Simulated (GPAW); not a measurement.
A run of GPAW 26.7.0 is set up as follows.

File run.py:

```python
from ase import Atoms
from ase.dft.bandgap import bandgap
from ase.io import write
from ase.units import GPa
from gpaw import GPAW, PW

atoms = Atoms(['Hf', 'Mo', 'C', 'C'],
              cell=[[3.191423, 0.0, 0.0],
                    [0.0, 3.191423, 0.0],
                    [0.0, 0.0, 4.485164]],
              scaled_positions=[[0.0, 0.0, 0.0],
                                [0.5, 0.5, 0.5],
                                [0.5, 0.5, 0.0],
                                [0.0, 0.0, 0.5]],
              pbc=True)

calc = GPAW(mode=PW(600),
            xc='PBE',
            kpts={'size': (7, 7, 5), 'gamma': True},
            occupations={'name': 'fermi-dirac', 'width': 0.05},
            nbands=33,
            maxiter=120,
            txt='gpaw.txt')
atoms.calc = calc
energy = atoms.get_potential_energy()
forces = atoms.get_forces()
stress = atoms.get_stress()
calc.write('gs.gpw')
write('result.traj', atoms)
print(f'Energy: {energy:.6f} eV')
print('Forces (eV/A):')
print(forces.round(4))
print('Stress (GPa):', (stress / GPa).round(3))
print('Fermi level:', round(calc.get_fermi_level(), 4), 'eV')
print(f'Gap: {bandgap(calc)[0]:.4f} eV, direct: {bandgap(calc, direct=True)[0]:.4f} eV')
```

Potentials or basis: GPAW PAW data sets (gpaw-data 1.2.1), pw.

The run is started by

```sh
$ OMP_NUM_THREADS=1 python run.py
```

Q: Estimate the band gap on the k mesh.

A: None (metal or under the smearing width).

Q: Estimate the pressure.

A: -0.2 GPa.

Stress tensor (GPa, compression positive):
```
-0.14  0.00  0.00
 0.00 -0.14  0.00
 0.00  0.00 -0.33
```

Caveat: the cutoff is short for stress and forces, so pressures can be off by a GPa or more. Spin-orbit coupling is left out, which matters for the levels of Hf.
